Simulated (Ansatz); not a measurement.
## Cd2S: equation of state with LDA

Crystal: Cd2S.

```
Cd S
1.0
     3.96267    0.00000    0.00000
    -1.98134    3.43177    0.00000
     0.00000    0.00000    5.80919
Cd S
2 1
Direct
  0.33333 0.66667 0.93272
  0.66667 0.33333 0.57873
  0.33333 0.66667 0.36571
```

The cell comes from a database or a generator and needn't be the stable form of this composition.

```json
{
 "Program": "Ansatz 0.2.0",
 "Task": "equation of state",
 "Functional": "LDA",
 "Potentials or basis": "Ansatz PAW",
 "Cutoff": "420 eV",
 "Density cutoff": "1680 eV",
 "k mesh": "8 × 8 × 5",
 "Occupations": "fermi-dirac, width 0.05 eV",
 "Spin": "no spin polarisation"
}
```

- Equilibrium volume: 23.62 Å³/atom (rough: see the caveat)
- Bulk modulus at fixed shape and positions: 59 GPa (rough)

Energy against volume, from the lowest point:
| volume (Å³/atom) | energy (meV/atom) |
| --- | --- |
| 24.753 | 0.00 |
| 25.280 | 9.61 |
| 25.806 | 22.06 |
| 26.333 | 36.99 |
| 26.860 | 54.11 |
| 27.386 | 73.13 |
| 27.913 | 93.80 |

All runs of the series together: 77 s on 2 threads of Intel(R) Xeon(R) Processor @ 2.50GHz (Skylake/Cascade Lake), on a shared host.

Caveat: the minimum lies outside the volumes run; the cell was scaled at fixed shape and fractional positions, which overstates the stiffness of a crystal with free parameters, most of all of layers and chains.
